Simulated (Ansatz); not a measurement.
# AlClH3NZn: one species, many methods

An exercise on one series of results from a longer session: the logs are not shown, and one member is left open.

Method: functionals in def2-TZVPP, the program's frozen cores in correlated methods; program: Ansatz 0.2.0, Gaussian basis.

Levels to be run: LDA (SPW92), PBE-D4, revPBE-D4, BLYP-D4, r2SCAN-D4, B97M-V, PBE0-D4, B3LYP-D4, r2SCANh-D4, r2SCAN0-D4, HSE06-D4, BHLYP-D4, CAM-B3LYP-D4, LC-ωPBE, ωB97X-V, ωB97M-V, B2PLYP, PBE-QIDH; CCSD(T)/def2-SVP; CCSD(T)/def2-TZVPP; MP2/def2-QZVPP; extrapolation to the limit; RPA on PBE.

### Structure used throughout

An earlier PBE0-D4 in a triple-zeta def2 set relaxation fixed the geometry.

7 atoms, charge 0, spin multiplicity 1.

Atoms are counted from 1 here; the program's logs count them from 0.

Bond lengths: N1–Zn2 1.821 Å, N1–H5 1.008 Å, N1–H6 1.008 Å, Zn2–Al3 2.449 Å, Al3–Cl4 2.116 Å, Al3–H7 1.587 Å. Angles: Zn2–N1–H5 123.5°, Zn2–N1–H6 123.3°, H5–N1–H6 109.7°, N1–Zn2–Al3 177.5°, Zn2–Al3–Cl4 116.9°, Zn2–Al3–H7 129.3°, Cl4–Al3–H7 113.8°.

The first run:

File in.yaml:

```yaml
crystal:
  periodic: [false, false, false]
  atoms:
    - {symbol: N, position_ang: [-0.001212, 2.015176, -0.913579]}
    - {symbol: Zn, position_ang: [0.080506, 0.374097, -0.128517]}
    - {symbol: Al, position_ang: [0.123011, -1.798614, 0.999992]}
    - {symbol: Cl, position_ang: [-1.524356, -3.084203, 0.665172]}
    - {symbol: H, position_ang: [0.786925, 2.639305, -0.980715]}
    - {symbol: H, position_ang: [-0.693034, 2.266027, -1.601923]}
    - {symbol: H, position_ang: [1.228159, -2.411778, 1.959560]}
basis:
  gaussian: {orbitals: def2-TZVPP}
hamiltonian: {xc: lda}
output: {orbitals: {seedname: orbitals}}
```

The run is started by

```bash
> ansatz run in.yaml --threads 2 --pin off --events-out ev --progress --plain --max-ram 4352MiB
```

Steps of the session up to this table: LDA; PBE-D4 (GGA); revPBE-D4 (GGA); BLYP-D4 (GGA); r2SCAN-D4 (meta-GGA); B97M-V (meta-GGA); PBE0-D4 (hybrid); B3LYP-D4 (hybrid); r2SCANh-D4 (hybrid); r2SCAN0-D4 (hybrid); HSE06-D4 (hybrid); BHLYP-D4 (hybrid); CAM-B3LYP-D4 (range-separated); LC-ωPBE (range-separated); ωB97X-V (range-separated); ωB97M-V (range-separated); B2PLYP (double hybrid); PBE-QIDH (double hybrid).

One of the session's tables, all rows but one given; the rest of the session is left out.

It belongs to the step «Frontier levels by functional». 

| functional | HOMO (eV) | LUMO (eV) | gap (eV) |
| --- | --- | --- | --- |
| LDA (SPW92) | -5.69 | -2.98 | 2.70 |
| PBE-D4 | -5.49 | -2.77 | 2.72 |
| revPBE-D4 | -5.41 | -2.67 | 2.74 |
| BLYP-D4 | -5.35 | -2.62 | 2.72 |
| r2SCAN-D4 | -5.71 | -2.60 | 3.12 |
| B97M-V | -5.74 | -2.70 | 3.04 |
| PBE0-D4 | -6.74 | -2.09 | 4.64 |
| B3LYP-D4 | -6.50 | -2.26 | 4.25 |
| r2SCANh-D4 | -6.18 | -2.36 | 3.83 |
| r2SCAN0-D4 | -6.91 | -2.00 | 4.91 |
| HSE06-D4 | -6.33 | -2.46 | 3.87 |
| BHLYP-D4 | -7.91 | -1.35 | 6.56 |
| CAM-B3LYP-D4 | -8.14 | -1.15 | 6.99 |
| LC-ωPBE | -9.56 | -0.14 | 9.42 |
| ωB97X-V | ? | ? | ? |
| ωB97M-V | -9.05 | -0.44 | 8.62 |

**Question.** Estimate the row for ωB97X-V.

As computed: HOMO (eV): -9.16; LUMO (eV): -0.24; gap (eV): 8.93. In the column «HOMO (eV)» it lies between LC-ωPBE (-9.56) and ωB97M-V (-9.05).
